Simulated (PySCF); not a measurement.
**doublet [BHOF2]+ at 6 levels**

Aim: a comparison of 6 runs (U-revPBE/def2-SVPD, UB3LYP/def2-SVPD, UBHLYP/def2-SVPD, UM06-L/def2-SVPD, UPBE0/def2-SVPD, UCCSD(T)/def2-SVPD) of doublet [BHOF2]+. 

The calculation is run with PySCF 2.14.0.

1 further run of the same task is left out (set aside as unsound or not needed).

## (1) The structure to begin with

[BHOF2]+: 5 atoms, total charge +1, spin state doublet. SMILES of the parent species: `OB(F)F`. The shape is that of a PBE0-D4/def2-TZVP optimisation. That shape belongs to the parent species and isn't relaxed for this state.

Bond lengths: O1–B2 1.345 Å, B2–F3 1.317 Å, B2–F4 1.327 Å, O1–H5 0.960 Å. Angles: O1–B2–F3 119.5°, O1–B2–F4 122.2°, F3–B2–F4 118.3°, B2–O1–H5 113.5°.

## (2) A single-point energy at U-revPBE/def2-SVPD (run 1)

input.py reads:

```python
from pyscf import gto, dft

mol = gto.M(
    atom=[
    ('O', (0.038630, 1.000750, 0.174310)),
    ('B', (0.105760, -0.342460, 0.137210)),
    ('F', (0.731030, -0.986880, 1.100700)),
    ('F', (-0.439530, -1.051930, -0.843330)),
    ('H', (-0.435890, 1.380520, -0.568880)),
],
    max_memory=1860,
    basis='def2-svpd',
    verbose=3,
    charge=1,
    spin=1,
)

mf = dft.UKS(mol, xc='revpbe')
mf.conv_tol = 1e-10
mf.grids.level = 5
mf.kernel()
if not mf.converged:
    mf = mf.newton().run(mf.mo_coeff, mf.mo_occ)

e_tot = mf.e_tot
print('Final energy', e_tot)
```

Launch:

```sh
$ OMP_NUM_THREADS=1 python input.py
```

Log:

```text
WARN: HOMO -0.43174915744367 >= LUMO -0.431749157443669

WARN: HOMO -0.643184892505362 >= LUMO -0.642736750207574

SCF not converged.
SCF energy = -299.594349418849 after 50 cycles  <S^2> = 0.75828375  2S+1 = 2.0082667
converged SCF energy = -299.736831067423  <S^2> = 0.75362691  2S+1 = 2.0036236
Final energy -299.73683106742254
```

Run time: 3.8 min. Hardware: 1 thread of Arm Neoverse V2, shared host; peak memory 0.7 GiB.

## (3) The energy at UB3LYP/def2-SVPD (run 2)

run.py reads:

```python
from pyscf import gto, dft

mol = gto.M(
    atom='''
O      0.073000     1.891143     0.329398
B      0.199857    -0.647156     0.259289
F      1.381446    -1.864933     2.080022
F     -0.830591    -1.987860    -1.593663
H     -0.823713     2.608805    -1.075027
''',
    verbose=4,
    charge=1,
    spin=1,
    unit='bohr',
    max_memory=1860,
    basis='def2-svpd',
)

ks = dft.UKS(mol)
ks.xc = 'b3lyp'
ks.grids.level = 5
ks.conv_tol = 1e-10
ks.kernel()
if not ks.converged:
    ks = ks.newton().run(ks.mo_coeff, ks.mo_occ)

e_final = ks.e_tot
print(f'total energy: {e_final:.8f} hartree')
```

Launch:

```sh
$ OMP_NUM_THREADS=1 python run.py
```

Log:

```text
PySCF version 2.14.0

[... 54 lines left out ...]
WARN: HOMO -0.465158753541192 >= LUMO -0.46515875354119
[... 62 lines left out ...]
converged SCF energy = -299.82592643441  <S^2> = 0.75631872  2S+1 = 2.0063088
total energy: -299.82592643 hartree
```

Run time: 31 s. Hardware: 1 thread of Arm Neoverse V2, shared host; peak memory 0.5 GiB.

Run 3 isn't shown in full; the table further down has it.

## (4) The energy at UM06-L/def2-SVPD (run 4)

job.py reads:

```python
from pyscf import gto, dft

mol = gto.M(
    atom='''
O    0.038630   1.000750   0.174310
B    0.105760  -0.342460   0.137210
F    0.731030  -0.986880   1.100700
F   -0.439530  -1.051930  -0.843330
H   -0.435890   1.380520  -0.568880
''',
    spin=1,
    max_memory=1860,
    verbose=3,
    basis='def2-svpd',
    charge=1,
)

mf = dft.UKS(mol)
mf.xc = 'm06-l'
mf.conv_tol = 1e-10
mf.grids.level = 5
mf.kernel()
if not mf.converged:
    mf = mf.newton().run(mf.mo_coeff, mf.mo_occ)

e_final = mf.e_tot
print(f'total energy: {e_final:.8f} hartree')
```

Launch:

```sh
$ OMP_NUM_THREADS=1 python job.py
```

Log:

```text
converged SCF energy = -299.787854900923  <S^2> = 0.75705163  2S+1 = 2.0070392
total energy: -299.78785490 hartree
```

It took 83 s on 1 thread of Arm Neoverse V2, shared host; peak memory 0.54 GiB.

Run 5 isn't shown in full; the table further down has it.

## (5) The energy at UCCSD(T)/def2-SVPD (run 6)

run.py reads:

```python
from pyscf import gto, cc

mol = gto.M(
    atom='''
O        0.038630       1.000750       0.174310
B        0.105760      -0.342460       0.137210
F        0.731030      -0.986880       1.100700
F       -0.439530      -1.051930      -0.843330
H       -0.435890       1.380520      -0.568880
''',
    basis='def2-svpd',
    verbose=3,
    spin=1,
    charge=1,
    max_memory=1860,
)

mf = mol.UHF()
mf.conv_tol = 1e-10
mf.kernel()
if not mf.converged:
    mf = mf.newton().run(mf.mo_coeff, mf.mo_occ)

mycc = cc.CCSD(mf, frozen=4)
mycc.kernel()
e_t = mycc.ccsd_t()
energy = mycc.e_tot + e_t
print(f'total energy: {energy:.8f} hartree')
```

Launch:

```sh
$ OMP_NUM_THREADS=1 python run.py
```

Log:

```text
converged SCF energy = -298.50739044086  <S^2> = 0.75618588  2S+1 = 2.0061763
E(UCCSD) = -299.1336376307768  E_corr = -0.6262471899164563
UCCSD(T) correction = -0.0147680879643352
total energy: -299.14840572 hartree
```

Run time: 5.3 min. Hardware: 1 thread of Arm Neoverse V2, shared host; peak memory 3.3 GiB.

## (6) Overview of the runs

```
run               level  integration grid  frozen core orbitals  energy (Eh)  HOMO energy (eV)  LUMO energy (eV)   ⟨S²⟩  wall time
  1  U-revPBE/def2-SVPD                 5                     –  -299.736831            -17.69            -17.59  0.754    3.8 min
  2    UB3LYP/def2-SVPD                 5                     –  -299.825926            -19.10            -17.23  0.756       31 s
  3    UBHLYP/def2-SVPD                 5                     –  -299.702111            -21.19            -15.35  0.756       30 s
  4    UM06-L/def2-SVPD                 5                     –  -299.787855            -17.87            -17.74  0.757       83 s
  5     UPBE0/def2-SVPD                 5                     –  -299.519053            -19.36            -16.83  0.757       30 s
  6  UCCSD(T)/def2-SVPD                 –                     4  -299.148406            -24.53            -10.67  0.756    5.3 min
```

## (7) What came out

```
                                                         quantity          value
                                              run 6: total energy  -299.14841 Eh
run 6: HOMO energy (Hartree–Fock orbitals) (highest over α and β)      -24.53 eV
 run 6: LUMO energy (Hartree–Fock orbitals) (lowest over α and β)      -10.67 eV
               run 6: correlation energy (4 core orbitals frozen)     -641.0 mEh
                                            run 6: (T) correction     -14.77 mEh
                         run 6: ⟨S²⟩ of the reference determinant          0.756
                                             run 6: T1 diagnostic          0.025
```

**Reading.** Totals of different functionals can't be ranked against each other. All runs together took 12 min, the longest 5.3 min.
